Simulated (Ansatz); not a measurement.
# C2H6AsNO: basis-set convergence

The task here is to estimate one member of a computed series from the others.

Method: one geometry, several basis sets; program: Ansatz 0.2.0, Gaussian basis.

Plan: PBE0-D4/def2-SVP; ωB97M-V/def2-SVP; PBE0-D4/def2-QZVPP; ωB97M-V/def2-QZVPP; the functionals' def2-TZVPP values are taken from earlier runs.

**The relaxed structure**

The geometry comes from an earlier relaxation with PBE0-D4 in a triple-zeta def2 set; it is a stationary point, not always the lowest conformer.

SMILES `NC([AsH2])C=O`, 11 atoms, charge 0, spin multiplicity 1.

Atoms are counted from 1 here; the program's logs count them from 0.

Bond lengths: N1–C2 1.435 Å, N1–H6 1.014 Å, N1–H7 1.016 Å, C2–As3 2.011 Å, C2–C4 1.499 Å, C2–H8 1.098 Å, As3–H9 1.524 Å, As3–H10 1.519 Å, C4–O5 1.202 Å, C4–H11 1.113 Å. Angles: C2–N1–H6 109.8°, C2–N1–H7 109.7°, H6–N1–H7 105.8°, N1–C2–As3 113.0°, N1–C2–C4 116.7°, N1–C2–H8 110.5°, As3–C2–C4 105.8°, As3–C2–H8 102.0°, C4–C2–H8 107.5°, C2–As3–H9 93.2°, C2–As3–H10 92.1°, H9–As3–H10 92.6°, C2–C4–O5 123.9°, C2–C4–H11 115.1°, O5–C4–H11 121.0°.

The first run:

The input, in.yaml:

```yaml
crystal:
  periodic: [false, false, false]
  atoms:
    - {symbol: N, position_ang: [-0.012987, 1.328709, 0.338951]}
    - {symbol: C, position_ang: [0.242870, 0.130414, -0.408097]}
    - {symbol: As, position_ang: [1.282384, -1.239308, 0.635167]}
    - {symbol: C, position_ang: [-0.951843, -0.591995, -0.954477]}
    - {symbol: O, position_ang: [-2.086993, -0.324089, -0.665501]}
    - {symbol: H, position_ang: [-0.576268, 1.111225, 1.153126]}
    - {symbol: H, position_ang: [-0.569506, 1.968397, -0.220323]}
    - {symbol: H, position_ang: [0.917326, 0.337476, -1.249862]}
    - {symbol: H, position_ang: [0.337544, -1.173254, 1.829613]}
    - {symbol: H, position_ang: [2.202332, -0.180040, 1.217065]}
    - {symbol: H, position_ang: [-0.719457, -1.424435, -1.655062]}
basis:
  gaussian: {orbitals: def2-SVP}
hamiltonian: {xc: pbe0, dispersion: d4}
output: {orbitals: {seedname: orbitals}}
```

Steps of the session up to this table: PBE0-D4 in def2-SVP; ωB97M-V in def2-SVP; PBE0-D4 in def2-QZVPP; ωB97M-V in def2-QZVPP.

One table of the session follows, with a row left open; its other results are not shown here.

It belongs to the step «Density functionals: the series». 

| functional | basis | HOMO (eV) |
| --- | --- | --- |
| PBE0-D4 | def2-SVP | -6.86 |
| PBE0-D4 | def2-TZVPP | -7.06 |
| PBE0-D4 | def2-QZVPP | -7.11 |
| ωB97M-V | def2-SVP | -9.14 |
| ωB97M-V | def2-TZVPP | ? |
| ωB97M-V | def2-QZVPP | -9.40 |

**Question.** Estimate the row for ωB97M-V, def2-TZVPP.

**Answer.** HOMO (eV): -9.35. In the column «HOMO (eV)» it lies between ωB97M-V, def2-QZVPP (-9.40) and ωB97M-V, def2-SVP (-9.14).
